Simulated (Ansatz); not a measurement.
# Ca2ZnAs2H4O10: the cost of one run

Computed with Ansatz 0.2.0 (DFT, PBE, plane-wave PAW, default files, scalar-relativistic, as far as a step names no other, unless a step's input says otherwise).

### Step 1. The system as given

The structure is triclinic, space group P-1 (No. 2). The conventional cell has a = 5.678 Å, b = 5.955 Å, c = 7.130 Å, α = 108.61°, β = 97.23°, γ = 109.64°. Around Ca (site symmetry 1) lie 8 O at 2.39 to 2.77 Å. Zn (site symmetry -1) is surrounded by 6 O at 2.06 to 2.18 Å. H (site symmetry 1) is surrounded by 1 O at 1.02 Å. As (site symmetry 1) is surrounded by 4 O at 1.70 to 1.74 Å. Around O (site symmetry 1) lie 1 As at 1.74 Å and 1 Zn at 2.18 Å. Around O (site symmetry 1) lie 2 H at 1.02 Å. O (site symmetry 1) is surrounded by 2 H at 1.56 to 1.62 Å and 1 As at 1.73 Å. Only part of the 10 independent sites is listed.

As a file:

```xyz
19
Lattice="5.6780 0.0000 0.0000 -2.0013 5.6084 0.0000 -0.8971 -2.7358 6.5231" Properties=species:S:1:pos:R:3 pbc="T T T"
Ca   -0.4352   -0.4376    4.9771
Ca    3.2148    3.3102    1.5461
Zn    2.8390    0.0000    0.0000
H     0.4522    3.8883    1.9927
H     2.3274   -1.0157    4.5305
H     3.1254   -0.3741    2.5815
H    -0.3458    3.2468    3.9416
As    0.0921    1.2200    1.6146
As    2.6875    1.6526    4.9086
O     4.5983    1.2431    0.3233
O    -1.8187    1.6295    6.1998
O     1.6506   -1.7411    4.7476
O     1.1290    4.6138    1.7756
O    -0.3975    2.6117    2.5180
O     3.1771    0.2609    4.0051
O     0.1331   -0.1900    2.5625
O     2.6465    3.0627    3.9606
O     1.6138    1.5903    0.8617
O     1.1658    1.2824    5.6614
```

### Step 2. Gradients at the starting positions

input.yaml

```yaml
crystal:
  lattice:
    - [5.678036, 0.0, 0.0]
    - [-2.001336, 5.608414, 0.0]
    - [-0.897094, -2.735776, 6.52313]
  atoms:
    - { symbol: Ca, position: [0.14759, 0.294165, 0.762986] }
    - { symbol: Ca, position: [0.85241, 0.705835, 0.237014] }
    - { symbol: Zn, position: [0.5, 0.0, 0.0] }
    - { symbol: H, position: [0.424791, 0.842314, 0.305479] }
    - { symbol: H, position: [0.575209, 0.157686, 0.694521] }
    - { symbol: H, position: [0.657499, 0.126339, 0.395749] }
    - { symbol: H, position: [0.342501, 0.873661, 0.604251] }
    - { symbol: As, position: [0.174548, 0.338265, 0.247512] }
    - { symbol: As, position: [0.825452, 0.661735, 0.752488] }
    - { symbol: O, position: [0.904313, 0.245829, 0.049564] }
    - { symbol: O, position: [0.095687, 0.754171, 0.950436] }
    - { symbol: O, position: [0.421396, 0.044574, 0.727803] }
    - { symbol: O, position: [0.578604, 0.955426, 0.272197] }
    - { symbol: O, position: [0.221486, 0.653972, 0.386009] }
    - { symbol: O, position: [0.778514, 0.346028, 0.613991] }
    - { symbol: O, position: [0.14111, 0.157739, 0.392831] }
    - { symbol: O, position: [0.85889, 0.842261, 0.607169] }
    - { symbol: O, position: [0.42774, 0.347992, 0.132103] }
    - { symbol: O, position: [0.57226, 0.652008, 0.867897] }
kpoints:
  mp_grid: { grid: [5, 5, 4] }
scf:
  occupations: { method: fermi_dirac, width: 0.02 }
hamiltonian:
  xc: pbe
  pseudopotentials: { kind: paw }
output:
  forces: true
  stress: true
  populations: true
  efg:
    quadrupole_moments_barn: { Ca: -0.0408, Zn: 0.122, H: 0.00285783, As: 0.311, O: -0.02558 }
    contact_densities: true
  write_density: true
  write_potential: true
  elf: true
  volumetric_format: npy
```

Command:

```bash
> ansatz run input.yaml --threads 1 --pin off --max-ram 2560MiB --backend cpu --events-out ev --progress --plain --runs-dir out
```

**Question.** How long does this run take on 1 thread of AMD EPYC 9R14 (Zen 4), shared host, and how much memory does it need?

About 51 s, with a peak of 0.98 GiB.
